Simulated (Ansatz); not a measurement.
# CH7BO2SSi: up Jacob's ladder to CCSD(T)

One table from this session's results is given with a row withheld; the runs are named, their logs left out.

Program: Ansatz 0.2.0, Gaussian basis. Level of theory: functionals in def2-TZVPP, the program's frozen cores in correlated methods. These are calculated values, not measurements.

Levels to be run: PBE-D4, r2SCAN-D4, PBE0-D4, B3LYP-D4, ωB97X-V, ωB97M-V, B2PLYP; CCSD(T)/def2-TZVPP; MP2/def2-QZVPP; extrapolation to the limit.

### The relaxed structure

An earlier PBE0-D4 in a triple-zeta def2 set relaxation fixed the geometry.

SMILES `COB(S)O[SiH3]`, 13 atoms, charge 0, spin multiplicity 1.

Atoms are counted from 1 here; the program's logs count them from 0.

Bond lengths: C1–O2 1.415 Å, C1–H7 1.092 Å, C1–H8 1.092 Å, C1–H9 1.091 Å, O2–B3 1.352 Å, B3–S4 1.829 Å, B3–O5 1.361 Å, S4–H10 1.341 Å, O5–Si6 1.649 Å, Si6–H11 1.485 Å, Si6–H12 1.484 Å, Si6–H13 1.482 Å. Angles: O2–C1–H7 108.8°, O2–C1–H8 108.6°, O2–C1–H9 111.8°, H7–C1–H8 108.8°, H7–C1–H9 109.3°, H8–C1–H9 109.4°, C1–O2–B3 122.4°, O2–B3–S4 118.3°, O2–B3–O5 121.7°, S4–B3–O5 120.0°, B3–S4–H10 94.7°, B3–O5–Si6 136.5°, O5–Si6–H11 110.5°, O5–Si6–H12 109.3°, O5–Si6–H13 107.1°, H11–Si6–H12 109.9°, H11–Si6–H13 110.2°, H12–Si6–H13 109.9°.

Set-up of the first run:

in.yaml reads:

```yaml
crystal:
  periodic: [false, false, false]
  atoms:
    - {symbol: C, position_ang: [-1.377934, 0.828708, -1.603899]}
    - {symbol: O, position_ang: [-0.293948, 1.365049, -0.869978]}
    - {symbol: B, position_ang: [0.394883, 0.638296, 0.038265]}
    - {symbol: S, position_ang: [1.778932, 1.442548, 0.923537]}
    - {symbol: O, position_ang: [0.082399, -0.660182, 0.299599]}
    - {symbol: Si, position_ang: [0.593054, -1.825384, 1.348090]}
    - {symbol: H, position_ang: [-1.127770, 0.847151, -2.666636]}
    - {symbol: H, position_ang: [-2.255617, 1.456207, -1.437935]}
    - {symbol: H, position_ang: [-1.602301, -0.195998, -1.303550]}
    - {symbol: H, position_ang: [1.611276, 2.633460, 0.329385]}
    - {symbol: H, position_ang: [2.023779, -1.626614, 1.691144]}
    - {symbol: H, position_ang: [-0.233099, -1.772066, 2.579348]}
    - {symbol: H, position_ang: [0.406345, -3.131185, 0.672639]}
basis:
  gaussian: {orbitals: def2-TZVPP}
hamiltonian: {xc: pbe, dispersion: d4}
output: {forces: true, orbitals: {seedname: orbitals}}
```

Command:

```bash
$ ansatz run in.yaml --threads 2 --pin off --events-out ev --progress --plain --max-ram 22528MiB --backend cuda --devices 0, --max-vram 18GiB
```

Steps of the session up to this table: PBE-D4 (GGA); r2SCAN-D4 (meta-GGA); PBE0-D4 (hybrid); B3LYP-D4 (hybrid); ωB97X-V (range-separated); ωB97M-V (range-separated); B2PLYP (double hybrid); CCSD(T) in def2-TZVPP; MP2 in def2-QZVPP.

One of the session's tables, all rows but one given; the rest of the session is left out.

It belongs to the step «Atomisation energies». 

```
            method  atomisation energy (kcal/mol)
            PBE-D4                         1197.3
         r2SCAN-D4                         1187.8
           PBE0-D4                         1178.3
          B3LYP-D4                         1181.6
           ωB97X-V                         1187.2
           ωB97M-V                         1188.2
            B2PLYP                         1169.9
     HF/def2-TZVPP                          877.3
    MP2/def2-TZVPP                         1173.9
   CCSD/def2-TZVPP                         1135.6
CCSD(T)/def2-TZVPP                         1152.2
           MP2/CBS                         1204.5
       CCSD(T)/CBS                              ?
```

**Question.** Estimate the row for CCSD(T)/CBS.

**Answer.** atomisation energy (kcal/mol): 1182.8. In the column «atomisation energy (kcal/mol)» it lies between B3LYP-D4 (1181.6) and ωB97X-V (1187.2).
